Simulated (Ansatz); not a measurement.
# La (Lanthanum): the cost of one run

Computed with Ansatz 0.2.0 (DFT PBEsol, frozen-core PAW, scalar-relativistic unless said, unless a step's input says otherwise).

**1. The system as given**

It takes space group P6_3/mmc (No. 194, hexagonal). The conventional cell has a = 3.750 Å, b = 3.750 Å, c = 6.070 Å, α = 90.00°, β = 90.00°, γ = 120.00°. La (site symmetry -6m2) is surrounded by 12 La at 3.73 to 3.75 Å.

As a file:

```
La
1.0
     3.75000    0.00000    0.00000
    -1.87500    3.24760    0.00000
     0.00000    0.00000    6.07000
La
2
Direct
  0.33333 0.66667 0.25000
  0.66667 0.33333 0.75000
```

Cartesian axes are those of the input's lattice vectors. The structure goes back to a database entry.

**2. Cell and atoms relaxed, PAW**

Contents of input.yaml:

```yaml
crystal:
  lattice:
    - [3.75, 0.0, 0.0]
    - [-1.875, 3.24759526419, 0.0]
    - [0.0, 0.0, 6.07]
  atoms:
    - { symbol: La, position: [0.333333333333, 0.666666666667, 0.25] }
    - { symbol: La, position: [0.666666666667, 0.333333333333, 0.75] }
kpoints:
  mp_grid: { grid: [14, 14, 8] }
scf:
  occupations: { method: fermi_dirac, width: 0.05 }
hamiltonian:
  xc: pbesol
  pseudopotentials: { kind: paw }
relax:
  f_tol: 0.002
  max_steps: 80
  cell: {}
output:
  forces: true
  stress: true
```

On the command line:

```sh
> ansatz run input.yaml --threads 1 --pin off --max-ram 3072MiB --backend cpu --events-out ev --progress --plain --runs-dir out
```

Q: Estimate wall time and peak memory on 1 thread of Intel Xeon Platinum 8488C (Sapphire Rapids), shared host.

About 29 s, with a peak of 0.49 GiB.
